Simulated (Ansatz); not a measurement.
This script makes a frozen displacement of one atom of SnSe2, space group P-3m1 with Ansatz's Python interface.

`snse2.py`:
```python
"""Frozen displacement of one atom in SnSe2."""

import warnings

import ansatz
import numpy as np

warnings.simplefilter("ignore", ansatz.DeckWarning)

vectors = np.array([
    [3.811, 0.0, 0.0],
    [-1.9055, 3.30042, 0.0],
    [0.0, 0.0, 6.136],
])
xtal = (
    ansatz.Lattice.of(vectors)
    .atom("Sn", [0.0, 0.0, 0.0])
    .atom("Se", [1 / 3, 2 / 3, 0.249])
    .atom("Se", [2 / 3, 1 / 3, 0.751])
)

inverse = np.linalg.inv(np.array(xtal.lattice.vectors))
home = np.array(xtal.sites[2].position)
values = np.linspace(-0.05, 0.05, 5)
energies, pulls = [], []
for shift in values:
    moved = xtal.move(2, to=home + shift * inverse[1])
    calculation = (
        moved.calculation()
        .functional(ansatz.Functional.PBE)
        .pseudopotentials("paw")
        .kpoints(6, 6, 4)
        .occupations(ansatz.OccupationsMethod.FIXED)
        .forces()
    )
    summary = calculation.run(threads=1, backend="cpu").report
    energies.append(summary["free_energy_ev"])
    pulls.append(summary["forces_ev_ang"][2][1])

# the force is minus the slope of the free energy
print("shift (A)   dE (eV)   force along y (eV/A)")
for shift, e, f in zip(values, energies, pulls):
    print(f"{shift:8.3f} {e - energies[2]:10.5f} {f:12.4f}")
print(f"stiffness from energies {2 * np.polyfit(values, energies, 2)[0]:.3f}, from forces {-np.polyfit(values, pulls, 1)[0]:.3f} eV/A^2")
```

How stiff is this displacement, and do energies and forces agree?

The curvature of the energy gives 4.173 eV/Å² and the slope of the force 4.174 eV/Å², a positive curvature.

The run itself:

`python snse2.py` gives:
```text
shift (A)   dE (eV)   force along y (eV/A)
  -0.050    0.00504       0.1980
  -0.025    0.00128       0.1016
   0.000    0.00000       0.0000
   0.025    0.00133      -0.1070
   0.050    0.00540      -0.2195
stiffness from energies 4.173, from forces 4.174 eV/A^2
```

Reading the output:
- The structure is a deposited one; some such entries were measured under pressure or heat, so a shift against it needn't be the functional's error alone.
- All periodic images of the atom move with it, so the curvature is one diagonal element of the zone-centre force constants and no normal mode; a positive value doesn't exclude soft modes in which several atoms move.
- It ran for 24 s on 1 thread of Intel(R) Xeon(R) Processor @ 2.30GHz (shared host), peak memory 0.56 GiB.
